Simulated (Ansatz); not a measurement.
# CH₅GeNO: one species, many methods

One table from this session's results is given with a row withheld; the runs are named, their logs left out.

Computed with Ansatz 0.2.0, Gaussian basis. Level: functionals in def2-TZVPP, the program's frozen cores in correlated methods.

The runs, in order: LDA (SPW92), PBE-D4, revPBE-D4, BLYP-D4, r2SCAN-D4, B97M-V, PBE0-D4, B3LYP-D4, r2SCANh-D4, r2SCAN0-D4, HSE06-D4, BHLYP-D4, CAM-B3LYP-D4, LC-ωPBE, ωB97X-V, ωB97M-V, B2PLYP, PBE-QIDH; CCSD(T)/def2-SVP; CCSD(T)/def2-TZVPP; MP2/def2-QZVPP; extrapolation to the limit; RPA on PBE.

## The relaxed structure

The geometry comes from an earlier relaxation with PBE0-D4 in a triple-zeta def2 set; it is a stationary point, not always the lowest conformer.

SMILES `C[O][Ge][NH2]`, 9 atoms, charge 0, spin multiplicity 1.

Atoms are counted from 1 here; the program's logs count them from 0.

Bond lengths: C1–O2 1.404 Å, C1–H5 1.099 Å, C1–H6 1.095 Å, C1–H7 1.095 Å, O2–Ge3 1.798 Å, Ge3–N4 1.812 Å, N4–H8 1.006 Å, N4–H9 1.009 Å. Angles: O2–C1–H5 112.9°, O2–C1–H6 110.0°, O2–C1–H7 110.0°, H5–C1–H6 107.9°, H5–C1–H7 107.9°, H6–C1–H7 108.1°, C1–O2–Ge3 120.8°, O2–Ge3–N4 93.4°, Ge3–N4–H8 123.7°, Ge3–N4–H9 122.6°, H8–N4–H9 113.7°.

The first run:

File in.yaml:

```yaml
crystal:
  periodic: [false, false, false]
  atoms:
    - {symbol: C, position_ang: [0.387044, 1.145658, -1.248396]}
    - {symbol: O, position_ang: [0.026578, 0.444569, -0.087166]}
    - {symbol: Ge, position_ang: [0.058996, -1.352683, -0.047933]}
    - {symbol: N, position_ang: [-0.500421, -1.433423, 1.674013]}
    - {symbol: H, position_ang: [0.677016, 0.482365, -2.075491]}
    - {symbol: H, position_ang: [-0.451879, 1.761325, -1.589679]}
    - {symbol: H, position_ang: [1.232354, 1.809214, -1.037631]}
    - {symbol: H, position_ang: [-0.642021, -2.294445, 2.174760]}
    - {symbol: H, position_ang: [-0.699167, -0.608880, 2.220422]}
basis:
  gaussian: {orbitals: def2-TZVPP}
hamiltonian: {xc: lda}
output: {orbitals: {seedname: orbitals}}
```

The run is started by

```bash
> ansatz run in.yaml --threads 4 --pin off --events-out ev --progress --plain --max-ram 10444MiB
```

Steps of the session up to this table: LDA; PBE-D4 (GGA); revPBE-D4 (GGA); BLYP-D4 (GGA); r2SCAN-D4 (meta-GGA); B97M-V (meta-GGA); PBE0-D4 (hybrid); B3LYP-D4 (hybrid); r2SCANh-D4 (hybrid); r2SCAN0-D4 (hybrid); HSE06-D4 (hybrid); BHLYP-D4 (hybrid); CAM-B3LYP-D4 (range-separated); LC-ωPBE (range-separated); ωB97X-V (range-separated); ωB97M-V (range-separated); B2PLYP (double hybrid); PBE-QIDH (double hybrid).

One of the session's tables, all rows but one given; the rest of the session is left out.

It belongs to the step «Orbital energies across the functionals». 

```
  functional  HOMO (eV)  gap (eV)
 LDA (SPW92)      -5.94      3.92
      PBE-D4      -5.77      3.97
   revPBE-D4      -5.71      3.99
     BLYP-D4      -5.68      3.96
   r2SCAN-D4      -6.05      4.31
      B97M-V      -6.07      4.40
     PBE0-D4      -6.96      5.91
    B3LYP-D4      -6.79      5.52
  r2SCANh-D4          ?         ?
  r2SCAN0-D4      -7.16      6.13
    HSE06-D4      -6.56      5.13
    BHLYP-D4      -8.06      7.82
CAM-B3LYP-D4      -8.31      8.28
     LC-ωPBE      -9.56     10.64
     ωB97X-V      -9.26     10.25
     ωB97M-V      -9.19     10.06
```

Estimate the missing values for r2SCANh-D4.

Worked estimate for «HOMO (eV)». Against the share of exact exchange, r2SCAN-D4 (0, -6.05), r2SCAN0-D4 (0.25, -7.16) give a slope of -4.44 per unit share; at 0.1 the line stands at -6.49.

**Answer.** HOMO (eV): -6.50; gap (eV): 5.04. In «HOMO (eV)» the line misses by +0.01.
